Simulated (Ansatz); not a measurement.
# Cl3GaH2: the cost of one run

All numbers below are computed with Ansatz 0.2.0 (RKS PBE-D4/def2-SVP).

### Step 1. The starting structure

Bond lengths: Ga1–Cl3 2.240 Å, Ga1–Cl4 2.240 Å, Ga1–Cl5 2.540 Å. Angles: Cl3–Ga1–Cl4 120.0°, Cl3–Ga1–Cl5 97.0°, Cl4–Ga1–Cl5 101.2°.

Coordinates:

```xyz
6

Ga    0.0000    0.0000    0.0000
H     0.0000    0.0000    1.9200
Cl    1.9398    0.0000   -1.1200
Cl   -1.9398    0.0000   -1.1200
Cl    0.1062   -2.4081    0.8009
H     0.0434   -0.9851    1.9581
```

### Step 2. A restrained relaxation towards end A

Springs on the bonds that form and break draw the guess towards this end; the thresholds are loose.

Input file input.yaml:

```yaml
crystal:
  periodic: [false, false, false]
  atoms:
    - { symbol: Ga, position_ang: [0.0, 0.0, 0.0] }
    - { symbol: H, position_ang: [0.0, 0.0, 1.92] }
    - { symbol: Cl, position_ang: [1.9398, 0.0, -1.12] }
    - { symbol: Cl, position_ang: [-1.9398, 0.0, -1.12] }
    - { symbol: Cl, position_ang: [0.1062, -2.4081, 0.8009] }
    - { symbol: H, position_ang: [0.0434, -0.9851, 1.9581] }
basis:
  gaussian: { orbitals: def2-SVP }
hamiltonian:
  xc: pbe
  dispersion: d4
relax:
  f_tol: 0.15
  max_steps: 25
  restrain:
    - { distance: [0, 4], at: 3.44, k: 30.0 }
    - { distance: [5, 1], at: 1.86, k: 30.0 }
    - { distance: [0, 1], at: 1.57, k: 30.0 }
    - { distance: [5, 4], at: 1.37, k: 30.0 }
output:
  orbitals: {}
```

The run is started by

```sh
$ ansatz run input.yaml --threads 2 --pin off --max-ram 3072MiB --backend cpu --events-out ev --progress --plain --runs-dir out
```

**Question.** How long does this run take on 2 threads of Intel Xeon Platinum 8259CL at 2.50GHz (Skylake/Cascade Lake), shared host, and how much memory does it need?

About 12 s, with a peak of 0.16 GiB.
